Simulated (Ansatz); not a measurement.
# Li26NiF27 (Griceite): the cost of one run

Program: Ansatz 0.2.0. Level of theory: DFT, PBE, plane-wave PAW, default files, scalar-relativistic, as far as a step names no other. These are calculated values, not measurements.

### Step 1. The system as given

Symmetry: Fm-3m, No. 225, cubic system. Conventional cell: a = 12.084 Å, b = 12.084 Å, c = 12.084 Å, α = 90.00°, β = 90.00°, γ = 90.00°. Ni (site symmetry m-3m) is surrounded by 6 F at 2.01 Å. Around Li (site symmetry mm2) lie 6 F at 2.01 Å. Li (site symmetry 3m) has 6 F at 2.01 Å as nearest neighbours. Li (site symmetry 4mm) is surrounded by 6 F at 2.01 Å. F (site symmetry 3m) has 6 Li at 2.01 Å as nearest neighbours. Around F (site symmetry 4mm) lie 5 Li at 2.01 Å and 1 Ni at 2.01 Å. F (site symmetry mm2) has 6 Li at 2.01 Å as nearest neighbours. Around F (site symmetry m-3m) lie 6 Li at 2.01 Å.

As a file:

```cif
data_structure
_symmetry_space_group_name_H-M 'Fm-3m'
_symmetry_Int_Tables_number 225
_cell_length_a 12.0840
_cell_length_b 12.0840
_cell_length_c 12.0840
_cell_angle_alpha 90.000
_cell_angle_beta 90.000
_cell_angle_gamma 90.000
_cell_volume 1764.54
loop_
_atom_site_label
_atom_site_type_symbol
_atom_site_symmetry_multiplicity
_atom_site_Wyckoff_symbol
_atom_site_fract_x
_atom_site_fract_y
_atom_site_fract_z
_atom_site_occupancy
Ni1 Ni 4 a 0.00000 0.00000 0.00000 1
Li1 Li 48 h 0.16667 0.16667 0.00000 1
Li2 Li 32 f 0.83333 0.16667 0.66667 1
Li3 Li 24 e 0.50000 0.00000 0.83333 1
F1 F 32 f 0.16667 0.66667 0.66667 1
F2 F 24 e 0.50000 0.00000 0.66667 1
F3 F 48 i 0.50000 0.83333 0.83333 1
F4 F 4 b 0.50000 0.00000 0.00000 1
```

Atom 1 of the input is the impurity.

### Step 2. First run, atoms as given

The input, input.yaml:

```yaml
crystal:
  lattice:
    - [0.0, 6.042, 6.042]
    - [6.042, 0.0, 6.042]
    - [6.042, 6.042, 0.0]
  atoms:
    - { symbol: Ni, position: [0.0, 0.0, 0.0], spin: 2.0 }
    - { symbol: Li, position: [0.0, 0.0, 0.3333333333] }
    - { symbol: Li, position: [0.0, 0.0, 0.6666666667] }
    - { symbol: Li, position: [0.0, 0.3333333333, 0.0] }
    - { symbol: Li, position: [0.0, 0.3333333333, 0.3333333333] }
    - { symbol: Li, position: [0.0, 0.3333333333, 0.6666666667] }
    - { symbol: Li, position: [0.0, 0.6666666667, 0.0] }
    - { symbol: Li, position: [0.0, 0.6666666667, 0.3333333333] }
    - { symbol: Li, position: [0.0, 0.6666666667, 0.6666666667] }
    - { symbol: Li, position: [0.3333333333, 0.0, 0.0] }
    - { symbol: Li, position: [0.3333333333, 0.0, 0.3333333333] }
    - { symbol: Li, position: [0.3333333333, 0.0, 0.6666666667] }
    - { symbol: Li, position: [0.3333333333, 0.3333333333, 0.0] }
    - { symbol: Li, position: [0.3333333333, 0.3333333333, 0.3333333333] }
    - { symbol: Li, position: [0.3333333333, 0.3333333333, 0.6666666667] }
    - { symbol: Li, position: [0.3333333333, 0.6666666667, 0.0] }
    - { symbol: Li, position: [0.3333333333, 0.6666666667, 0.3333333333] }
    - { symbol: Li, position: [0.3333333333, 0.6666666667, 0.6666666667] }
    - { symbol: Li, position: [0.6666666667, 0.0, 0.0] }
    - { symbol: Li, position: [0.6666666667, 0.0, 0.3333333333] }
    - { symbol: Li, position: [0.6666666667, 0.0, 0.6666666667] }
    - { symbol: Li, position: [0.6666666667, 0.3333333333, 0.0] }
    - { symbol: Li, position: [0.6666666667, 0.3333333333, 0.3333333333] }
    - { symbol: Li, position: [0.6666666667, 0.3333333333, 0.6666666667] }
    - { symbol: Li, position: [0.6666666667, 0.6666666667, 0.0] }
    - { symbol: Li, position: [0.6666666667, 0.6666666667, 0.3333333333] }
    - { symbol: Li, position: [0.6666666667, 0.6666666667, 0.6666666667] }
    - { symbol: F, position: [0.1666666667, 0.1666666667, 0.1666666667] }
    - { symbol: F, position: [0.1666666667, 0.1666666667, 0.5] }
    - { symbol: F, position: [0.1666666667, 0.1666666667, 0.8333333333] }
    - { symbol: F, position: [0.1666666667, 0.5, 0.1666666667] }
    - { symbol: F, position: [0.1666666667, 0.5, 0.5] }
    - { symbol: F, position: [0.1666666667, 0.5, 0.8333333333] }
    - { symbol: F, position: [0.1666666667, 0.8333333333, 0.1666666667] }
    - { symbol: F, position: [0.1666666667, 0.8333333333, 0.5] }
    - { symbol: F, position: [0.1666666667, 0.8333333333, 0.8333333333] }
    - { symbol: F, position: [0.5, 0.1666666667, 0.1666666667] }
    - { symbol: F, position: [0.5, 0.1666666667, 0.5] }
    - { symbol: F, position: [0.5, 0.1666666667, 0.8333333333] }
    - { symbol: F, position: [0.5, 0.5, 0.1666666667] }
    - { symbol: F, position: [0.5, 0.5, 0.5] }
    - { symbol: F, position: [0.5, 0.5, 0.8333333333] }
    - { symbol: F, position: [0.5, 0.8333333333, 0.1666666667] }
    - { symbol: F, position: [0.5, 0.8333333333, 0.5] }
    - { symbol: F, position: [0.5, 0.8333333333, 0.8333333333] }
    - { symbol: F, position: [0.8333333333, 0.1666666667, 0.1666666667] }
    - { symbol: F, position: [0.8333333333, 0.1666666667, 0.5] }
    - { symbol: F, position: [0.8333333333, 0.1666666667, 0.8333333333] }
    - { symbol: F, position: [0.8333333333, 0.5, 0.1666666667] }
    - { symbol: F, position: [0.8333333333, 0.5, 0.5] }
    - { symbol: F, position: [0.8333333333, 0.5, 0.8333333333] }
    - { symbol: F, position: [0.8333333333, 0.8333333333, 0.1666666667] }
    - { symbol: F, position: [0.8333333333, 0.8333333333, 0.5] }
    - { symbol: F, position: [0.8333333333, 0.8333333333, 0.8333333333] }
magnetization:
  spin_polarized: true
total_charge: 1
kpoints:
  mp_grid: { grid: [3, 3, 3] }
scf:
  occupations: { method: fermi_dirac, width: 0.01 }
hamiltonian:
  xc: pbe
  pseudopotentials: { kind: paw }
output:
  forces: true
  stress: true
  populations: true
  efg:
    quadrupole_moments_barn: { Ni: 0.162, Li: -0.0401 }
    contact_densities: true
```

On the command line:

```bash
$ ansatz run input.yaml --threads 1 --pin off --max-ram 3072MiB --backend cpu --events-out ev --progress --plain --runs-dir out
```

**Question.** How long does this run take on 1 thread of Arm Neoverse V1, shared host, and how much memory does it need?

About 3.3 min, with a peak of 1.5 GiB.
